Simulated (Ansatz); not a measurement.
# C2H7NOSi: two geometries relaxed

Are the two ends of the shift of H7 from N1 to C2 separate minima, and which lies lower? Each is relaxed from a guess. SMILES of the start: NC=C(O)[SiH3].

Program: Ansatz 0.2.0. Level of theory: RKS CAM-B3LYP-D4/6-31G*. These are calculated values, not measurements.

## (1) The structure to begin with

Bond lengths: N1–C2 1.318 Å, C2–C3 1.326 Å, C3–O4 1.379 Å, C3–Si5 1.894 Å, N1–H6 1.007 Å, N1–H7 1.036 Å, C2–H8 1.078 Å, O4–H9 1.051 Å, Si5–H10 1.507 Å, Si5–H11 1.511 Å, Si5–H12 1.461 Å. Angles (14 of 16 angles, heavy atoms first): N1–C2–C3 124.9°, C2–C3–O4 124.8°, C2–C3–Si5 122.4°, O4–C3–Si5 112.7°, N1–C2–H8 114.4°, C3–C2–H8 120.7°, C2–N1–H6 117.5°, C2–N1–H7 113.6°, C3–O4–H9 99.6°, C3–Si5–H10 110.7°, C3–Si5–H11 108.9°, C3–Si5–H12 112.2°, H6–N1–H7 109.1°, H10–Si5–H11 106.2°.

Coordinates:

```xyz
12

N    -2.1087   -0.0357    0.1123
C    -0.8454   -0.2751    0.4021
C     0.1917    0.2548   -0.2326
O     0.1085    1.2481   -1.1862
Si    1.9794   -0.2288    0.1663
H    -2.7980   -0.6744    0.4745
H    -2.2813    0.1130   -0.8988
H    -0.6987   -0.9744    1.2091
H    -0.8626    1.5993   -0.9893
H     2.7518    0.9612    0.6733
H     1.9738   -1.2388    1.2907
H     2.6664   -0.8045   -0.9874
```

## (2) End point A

Input file input.yaml:

```yaml
crystal:
  periodic: [false, false, false]
  atoms:
    - { symbol: "N", position_ang: [-2.1087, -0.0357, 0.1123] }
    - { symbol: C, position_ang: [-0.8454, -0.2751, 0.4021] }
    - { symbol: C, position_ang: [0.1917, 0.2548, -0.2326] }
    - { symbol: O, position_ang: [0.1085, 1.2481, -1.1862] }
    - { symbol: Si, position_ang: [1.9794, -0.2288, 0.1663] }
    - { symbol: H, position_ang: [-2.798, -0.6744, 0.4745] }
    - { symbol: H, position_ang: [-2.2813, 0.113, -0.8988] }
    - { symbol: H, position_ang: [-0.6987, -0.9744, 1.2091] }
    - { symbol: H, position_ang: [-0.8626, 1.5993, -0.9893] }
    - { symbol: H, position_ang: [2.7518, 0.9612, 0.6733] }
    - { symbol: H, position_ang: [1.9738, -1.2388, 1.2907] }
    - { symbol: H, position_ang: [2.6664, -0.8045, -0.9874] }
basis:
  gaussian: { orbitals: "6-31G*" }
hamiltonian:
  xc: cam_b3lyp
  dispersion: d4
relax:
  f_tol: 0.02
  max_steps: 50
```

Run with:

```
$ ansatz run input.yaml --threads 2 --pin off --max-ram 3072MiB --backend cpu --events-out ev --progress --plain --runs-dir out
```

What it wrote (excerpt; [...] marks lines left out):

```text
Warning: RAYON_NUM_THREADS=2 ignored (pool sized by the plan → 2); use --threads N
[...]
Functional definition: CAM-B3LYP
[...]
1040 factors; integrals over basis functions are off by at most 5.4e-4 eV
365 factors; integrals over basis functions are off by at most 6.7e-7 eV
[...]
mean field -13597.95122970 eV, -499.7154906692 hartree, gradient 4.9e-5 eV, S^2 0.000000; 0 other end points of the search recorded, 0 dependent functions left out
[...]
reference -13597.95134636 eV, -499.7154949562 hartree; 24, 24 occupied and 69, 69 virtual orbitals, 1040 factors
relax step   1: F+E_penalty+E_count = -13598.15431114 eV  Δ(F+E_penalty+E_count) = +0.000e0 eV  max|allowed force component| = 4.018e0 eV/Å  Δτ_max = 0.0000 Å  (27 SCF iters, accepted)
[...]
relax step   6: F+E_penalty+E_count = -13598.65805210 eV  Δ(F+E_penalty+E_count) = +4.877e-4 eV  max|allowed force component| = 1.699e-1 eV/Å  Δτ_max = 0.0302 Å  (30 SCF iters, rejected (line search))
[...]
relax step  11: F+E_penalty+E_count = -13598.66030852 eV  Δ(F+E_penalty+E_count) = -7.152e-5 eV  max|allowed force component| = 3.493e-2 eV/Å  Δτ_max = 0.0092 Å  (27 SCF iters, accepted)
[...]
relax step  16: F+E_penalty+E_count = -13598.66239576 eV  Δ(F+E_penalty+E_count) = -6.104e-4 eV  max|allowed force component| = 1.475e-1 eV/Å  Δτ_max = 0.0339 Å  (30 SCF iters, accepted)
[...]
relax step  20: F+E_penalty+E_count = -13598.66679551 eV  Δ(F+E_penalty+E_count) = -3.529e-3 eV  max|allowed force component| = 1.863e-1 eV/Å  Δτ_max = 0.0615 Å  (31 SCF iters, accepted)
relax step  21: F+E_penalty+E_count = -13598.67152031 eV  Δ(F+E_penalty+E_count) = -4.725e-3 eV  max|allowed force component| = 1.086e-1 eV/Å  Δτ_max = 0.0844 Å  (31 SCF iters, accepted)
```

## (3) More of the same log: end point A relaxed

Output, continued (excerpt; [...] marks lines left out):

```text
relax step  22: F+E_penalty+E_count = -13598.67659266 eV  Δ(F+E_penalty+E_count) = -5.072e-3 eV  max|allowed force component| = 1.445e-1 eV/Å  Δτ_max = 0.1099 Å  (31 SCF iters, accepted)
[...]
relax step  24: F+E_penalty+E_count = -13598.68186726 eV  Δ(F+E_penalty+E_count) = -5.275e-3 eV  max|allowed force component| = 6.567e-2 eV/Å  Δτ_max = 0.0874 Å  (31 SCF iters, accepted)
[...]
relax step  26: F+E_penalty+E_count = -13598.68670971 eV  Δ(F+E_penalty+E_count) = -1.807e-3 eV  max|allowed force component| = 3.710e-1 eV/Å  Δτ_max = 0.0465 Å  (30 SCF iters, accepted)
[...]
relax step  28: F+E_penalty+E_count = -13598.65732875 eV  Δ(F+E_penalty+E_count) = +3.055e-2 eV  max|allowed force component| = 4.284e-1 eV/Å  Δτ_max = 0.1065 Å  (30 SCF iters, rejected (line search))
[...]
Atom 2 at     0.126502     0.173363    -0.176041 Å, force    -0.010167     0.004205    -0.000504 eV/Å
Atom 3 at    -0.198776     1.029621    -1.245168 Å, force     0.000559    -0.004025    -0.000894 eV/Å
Atom 4 at     1.912331    -0.159341     0.175499 Å, force     0.001251    -0.003307     0.003165 eV/Å
Atom 5 at    -2.884988    -0.902333     0.312043 Å, force     0.003831     0.000887     0.000607 eV/Å
Atom 6 at    -2.361359     0.341829    -0.707161 Å, force    -0.000481     0.003812     0.001586 eV/Å
Atom 7 at    -0.726012    -1.151718     1.227737 Å, force     0.001702    -0.000919    -0.002226 eV/Å
Atom 8 at     0.083521     1.926473    -1.014237 Å, force     0.000372     0.000785     0.001526 eV/Å
Atom 9 at     2.635314     1.108112     0.475313 Å, force    -0.000529     0.002586    -0.001565 eV/Å
Atom 10 at     2.013884    -1.057691     1.355141 Å, force    -0.001722     0.000328     0.001229 eV/Å
Atom 11 at     2.611429    -0.786560    -0.976124 Å, force    -0.000150    -0.001286    -0.001794 eV/Å
Dipole moment:    -0.324714    -0.030388     0.085761 e Å
```

It took 1.7 min on 2 threads of Arm Neoverse V1, shared host; peak memory 0.23 GiB.

The steps of the relaxation, one in 2:

```csv
step,energy from step 1 (eV),largest force component (eV/Å)
1,0.0000,4.0180
3,-0.4884,0.6661
5,-0.5042,0.1430
7,-0.5056,0.0330
9,-0.5059,0.0299
11,-0.5060,0.0349
13,-0.5066,0.0591
15,-0.5075,0.0888
17,-0.5083,0.2386
19x,-0.5084,0.2354
21,-0.5172,0.1086
23x,-0.5131,1.1627
25,-0.5306,0.3532
27,-0.5336,0.1678
29,-0.5378,0.0793
31x,-0.5385,0.0934
32,-0.5386,0.0102
```

Step 1 is the start. 8 steps were tried and not accepted (marked x).

After: Bond lengths: N1–C2 1.379 Å, C2–C3 1.344 Å, C3–O4 1.408 Å, C3–Si5 1.850 Å, N1–H6 1.010 Å, N1–H7 1.012 Å, C2–H8 1.085 Å, O4–H9 0.968 Å, Si5–H10 1.490 Å, Si5–H11 1.486 Å, Si5–H12 1.486 Å. Angles (14 of 16 angles, heavy atoms first): N1–C2–C3 123.8°, C2–C3–O4 116.3°, C2–C3–Si5 125.0°, O4–C3–Si5 118.5°, N1–C2–H8 115.9°, C3–C2–H8 120.3°, C2–N1–H6 116.3°, C2–N1–H7 113.1°, C3–O4–H9 108.4°, C3–Si5–H10 110.7°, C3–Si5–H11 109.0°, C3–Si5–H12 112.5°, H6–N1–H7 113.6°, H10–Si5–H11 108.7°.

## (4) Relaxing end B

The second end starts from a geometry with the move made by hand.

Edit input.yaml of step 2 so:

```diff
@@ -9,3 +9,3 @@
     - { symbol: H, position_ang: [-2.798, -0.6744, 0.4745] }
-    - { symbol: H, position_ang: [-2.2813, 0.113, -0.8988] }
+    - { symbol: H, position_ang: [-0.78225, 0.47331, -0.38783] }
     - { symbol: H, position_ang: [-0.6987, -0.9744, 1.2091] }
```

Run with:

```
$ ansatz run input.yaml --threads 2 --pin off --max-ram 3072MiB --backend cpu --events-out ev --progress --plain --runs-dir out
```

What it wrote (excerpt; [...] marks lines left out):

```text
Warning: RAYON_NUM_THREADS=2 ignored (pool sized by the plan → 2); use --threads N
[...]
[... 1 set-up line as earlier in the session ...]
[...]
1036 factors; integrals over basis functions are off by at most 5.4e-4 eV
364 factors; integrals over basis functions are off by at most 6.6e-7 eV
[...]
mean field -13590.36618326 eV, -499.4367453536 hartree, gradient 4.0e-5 eV, S^2 0.000000; 0 other end points of the search recorded, 0 dependent functions left out
[...]
reference -13590.36629905 eV, -499.4367496090 hartree; 24, 24 occupied and 69, 69 virtual orbitals, 1036 factors
relax step   1: F+E_penalty+E_count = -13590.56038157 eV  Δ(F+E_penalty+E_count) = +0.000e0 eV  max|allowed force component| = 1.263e1 eV/Å  Δτ_max = 0.0000 Å  (30 SCF iters, accepted)
[...]
relax step   3: F+E_penalty+E_count = -13592.99390579 eV  Δ(F+E_penalty+E_count) = -9.005e-1 eV  max|allowed force component| = 2.127e0 eV/Å  Δτ_max = 0.1970 Å  (36 SCF iters, accepted)
[...]
relax step   5: F+E_penalty+E_count = -13594.81107110 eV  Δ(F+E_penalty+E_count) = -1.032e0 eV  max|allowed force component| = 4.338e0 eV/Å  Δτ_max = 0.1953 Å  (34 SCF iters, accepted)
[...]
relax step   7: F+E_penalty+E_count = -13597.41800900 eV  Δ(F+E_penalty+E_count) = -1.052e0 eV  max|allowed force component| = 2.858e0 eV/Å  Δτ_max = 0.1950 Å  (33 SCF iters, accepted)
[...]
relax step   9: F+E_penalty+E_count = -13598.43126899 eV  Δ(F+E_penalty+E_count) = -3.641e-1 eV  max|allowed force component| = 8.916e-1 eV/Å  Δτ_max = 0.2000 Å  (30 SCF iters, accepted)
[...]
relax step  10: F+E_penalty+E_count = -13598.59962554 eV  Δ(F+E_penalty+E_count) = -1.684e-1 eV  max|allowed force component| = 6.219e-1 eV/Å  Δτ_max = 0.1994 Å  (30 SCF iters, accepted)
[...]
relax step  11: F+E_penalty+E_count = -13598.65298272 eV  Δ(F+E_penalty+E_count) = -5.336e-2 eV  max|allowed force component| = 6.784e-1 eV/Å  Δτ_max = 0.1200 Å  (30 SCF iters, accepted)
```

## (5) The log goes on: end point B relaxed

Output, continued (excerpt; [...] marks lines left out):

```text
[...]
1036 factors; integrals over basis functions are off by at most 5.4e-4 eV
364 factors; integrals over basis functions are off by at most 6.5e-7 eV
[...]
mean field -13598.47469076 eV, -499.7347275083 hartree, gradient 1.1e-5 eV, S^2 0.000000; 0 other end points of the search recorded, 0 dependent functions left out
[...]
reference -13598.47481137 eV, -499.7347319406 hartree; 24, 24 occupied and 69, 69 virtual orbitals, 1036 factors
relax step  12: F+E_penalty+E_count = -13598.67721984 eV  Δ(F+E_penalty+E_count) = -2.424e-2 eV  max|allowed force component| = 4.999e-1 eV/Å  Δτ_max = 0.2000 Å  (31 SCF iters, accepted)
[...]
relax step  16: F+E_penalty+E_count = -13598.69217666 eV  Δ(F+E_penalty+E_count) = -5.685e-4 eV  max|allowed force component| = 1.184e-1 eV/Å  Δτ_max = 0.0500 Å  (30 SCF iters, accepted)
[...]
Atom 2 at     0.254941     0.206806    -0.128330 Å, force     0.014492    -0.000535     0.000638 eV/Å
Atom 3 at    -0.042693     1.095065    -1.178655 Å, force    -0.012030    -0.019947    -0.001687 eV/Å
Atom 4 at     2.030790    -0.156124     0.244209 Å, force    -0.001271     0.003130    -0.001941 eV/Å
Atom 5 at    -2.774234    -0.848370     0.286030 Å, force    -0.003004    -0.001536    -0.000348 eV/Å
Atom 6 at    -2.224912     0.421262    -0.687092 Å, force     0.005419     0.000298    -0.002069 eV/Å
Atom 7 at    -0.630119    -1.147062     1.224810 Å, force    -0.009050    -0.002210     0.004874 eV/Å
Atom 8 at     0.257533     1.979161    -0.923948 Å, force     0.005072     0.017911     0.003427 eV/Å
Atom 9 at     2.763411     1.100803     0.564534 Å, force     0.003905    -0.001527     0.001571 eV/Å
Atom 10 at     2.103528    -1.066109     1.417106 Å, force    -0.001159     0.000512    -0.001609 eV/Å
Atom 11 at     2.739041    -0.782750    -0.902314 Å, force     0.000797     0.001024    -0.001106 eV/Å
Dipole moment:    -0.321619    -0.029472     0.078011 e Å
```

Run time: 57 s. Hardware: 2 threads of Arm Neoverse V1, shared host; peak memory 0.23 GiB.

Step by step:

```csv
step,energy from step 1 (eV),largest force component (eV/Å)
1,0.0000,12.6308
2,-1.5331,5.2864
3,-2.4335,2.1270
4,-3.2183,2.7159
5,-4.2507,4.3384
6,-5.8060,4.1012
7,-6.8576,2.8578
8,-7.5068,1.7657
9,-7.8709,0.8916
10,-8.0392,0.6219
11,-8.0926,0.6784
12,-8.1168,0.4999
13x,-8.0993,0.3577
14,-8.1312,0.1003
15x,-8.1087,0.4483
16,-8.1318,0.1184
17,-8.1325,0.0199
```

Step 1 is the start. 2 steps were tried and not accepted (marked x).

After: Bond lengths: N1–C2 1.380 Å, C2–C3 1.343 Å, C3–O4 1.407 Å, C3–Si5 1.850 Å, N1–H6 1.009 Å, N1–H7 1.012 Å, C2–H8 1.085 Å, O4–H9 0.968 Å, Si5–H10 1.490 Å, Si5–H11 1.486 Å, Si5–H12 1.486 Å. Angles (14 of 16 angles, heavy atoms first): N1–C2–C3 123.8°, C2–C3–O4 116.4°, C2–C3–Si5 124.9°, O4–C3–Si5 118.5°, N1–C2–H8 116.0°, C3–C2–H8 120.2°, C2–N1–H6 116.3°, C2–N1–H7 113.2°, C3–O4–H9 108.3°, C3–Si5–H10 110.5°, C3–Si5–H11 109.0°, C3–Si5–H12 112.6°, H6–N1–H7 113.6°, H10–Si5–H11 108.8°.

Pairs that crossed the distance rule for bonds on the way: came closer N1–H7; moved apart C2–H7, C3–H7.

## (6) Results

```
                           quantity                     value
                              end A  23 moves, 0.539 eV lower
                              end B  14 moves, 8.133 eV lower
largest difference between the ends                    0.02 Å
            end B relative to end A                 +0.000 eV
```

In words: Both starts fell into the same minimum (no atom differs by more than 0.02 Å), so from this start no second minimum was found and no band was run; another arrangement could still be one.
